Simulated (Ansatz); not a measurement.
**Ti3S2 in Ansatz: the effect of target pressure**

Ti3S2:

```
Ti S
1.0
     2.71311    1.56642    3.23762
    -2.71311    1.56642    3.23762
     0.00000   -3.13283    3.23762
Ti S
3 2
Direct
  0.00000 0.33565 0.66434
  0.66434 0.00000 0.33565
  0.33565 0.66434 0.00000
  0.16784 0.16784 0.16784
  0.83216 0.83216 0.83216
```

The cell comes from a database or a generator and needn't be the stable form of this composition.

Alike in all runs:

| Quantity | Value |
| --- | --- |
| Program | Ansatz 0.2.0 |
| Task | relaxation of cell and atoms |
| Functional | PBEsol |
| Potentials or basis | Ansatz PAW |
| Cutoff | 420 eV (not typed: the program's choice for these potentials) |
| k mesh | 6 × 6 × 6 |
| Occupations | fermi-dirac, width 0.05 eV |
| Spin | no spin polarisation |

Each run relaxes the cell or the atoms first.

Q: One run gave: relaxed volume 15.38 Å³/atom. Which target pressure did it use?
A. 2 GPa
B. 20 GPa
C. 10 GPa
D. 30 GPa
E. 5 GPa

A: E.

```tsv
target pressure	relaxed volume (Å³/atom)
0 GPa	15.95
2 GPa	15.71
5 GPa	15.38
10 GPa	14.91
20 GPa	14.13
30 GPa	13.51
```

Caveats: the plane-wave basis is chosen anew once the cell has moved, so the energies of steps on either side of that aren't comparable; the PAW data sets come from PBE, with cores solved anew for the run's functional, which leaves a small shift of forces and pressure; the volume moved by over 15 % at a fixed basis, so the end points are rough (some runs).
